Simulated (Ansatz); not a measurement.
# Silicon, simple cubic under r²SCAN: ground state and equation of state

What does r²SCAN give for silicon in the simple cubic structure? We relax it, solve it on a dense k-mesh, switch on spin-orbit coupling, then scale the cell to 7 volumes from 88 to 112 % of the relaxed one and try a fit of the equation of state. The k-meshes are 12×12×12 for the relaxation; 20×20×20 for the dense run; 12×12×12 for spin-orbit coupling; 14×14×14 for the volumes.

This is Si in the simple cubic structure; at room conditions it is diamond.

Program: Ansatz 0.2.0. Level of theory: DFT r2SCAN, plane waves (500 eV) with PAW, scalar-relativistic; the PAW data stem from PBE, with regenerated cores. These are calculated values, not measurements.

### 1 The system as given

Symmetry: Pm-3m, No. 221, cubic system. The conventional cell has a = 2.531 Å, b = 2.531 Å, c = 2.531 Å, α = 90.00°, β = 90.00°, γ = 90.00°. Si (site symmetry m-3m) is surrounded by 6 Si at 2.53 Å.

Structure file:

```cif
data_structure
_symmetry_space_group_name_H-M 'P 1'
_symmetry_Int_Tables_number 1
_cell_length_a 2.5312
_cell_length_b 2.5312
_cell_length_c 2.5312
_cell_angle_alpha 90.000
_cell_angle_beta 90.000
_cell_angle_gamma 90.000
_cell_volume 16.22
loop_
_atom_site_label
_atom_site_type_symbol
_atom_site_fract_x
_atom_site_fract_y
_atom_site_fract_z
_atom_site_occupancy
Si1 Si 0.00000 0.00000 0.00000 1
```

### 2 Relaxing cell and atoms

Contents of input.yaml:

```yaml
crystal:
  lattice:
    - [2.5311671355, 0.0, 0.0]
    - [0.0, 2.5311671355, 0.0]
    - [0.0, 0.0, 2.5311671355]
  atoms:
    - { symbol: Si, position: [0.0, 0.0, 0.0] }
hamiltonian:
  xc: r2scan
  pseudopotentials:
    kind: paw
    azcp:
      Si: "pseudopotentials/Si.paw.azcp"
basis:
  ecutwfc: 500
  fft_grid_basis: typed
kpoints:
  mp_grid: { grid: [12, 12, 12], shift: [0, 0, 0] }
magnetization:
  spin_polarized: false
scf:
  occupations: { method: fermi_dirac, width: 0.1 }
relax:
  max_steps: 60
  f_tol: 0.01
  cell: {}
```

Launch:

```sh
$ ansatz run input.yaml --threads 1 --pin off --max-ram 3584MiB --backend cpu --events-out ev --progress --plain --runs-dir out
```

The runs that follow: Single point on a dense mesh; With spin-orbit coupling; Volume × 0.88; Volume × 0.92; Volume × 0.96; Volume × 1.0; Volume × 1.04; Volume × 1.08; Volume × 1.12.

Before running it: what results should come out? Wanted: space group; conventional cell; volume; shortest distance; gap on the mesh; relative to diamond; highest ELF outside the cores; V₀, B₀, B₀′.

**Answer**, as computed:

```
                      quantity                               value
space group (spins left aside)                     Pm-3m (No. 221)
             conventional cell                         a = 2.523 Å
                        volume                      16.054 Å³/atom
             shortest distance                             2.523 Å
               gap on the mesh        none (levels filled in part)
           relative to diamond                       +471 meV/atom
 highest ELF outside the cores  0.84, 0.97 Å from the nearest atom
                   V₀, B₀, B₀′        16.133 Å³/atom, 106 GPa, 4.3
```

**Reading.** The relaxation shrank the cell by 1.0 % in volume. Against the reference form of silicon (diamond, computed apart with the same settings) it stands 471 meV/atom higher, so it is far from stable. No gap shows: it is a metal or semimetal at this level. The total energy of the spin-orbit run lies +0.20 eV/atom from the scalar one, but the two kinds of run don't share a zero of energy: only differences within one kind count. The fitted modulus is 106 GPa. The symmetry was held, so the structure may be unstable against distortions that break it.
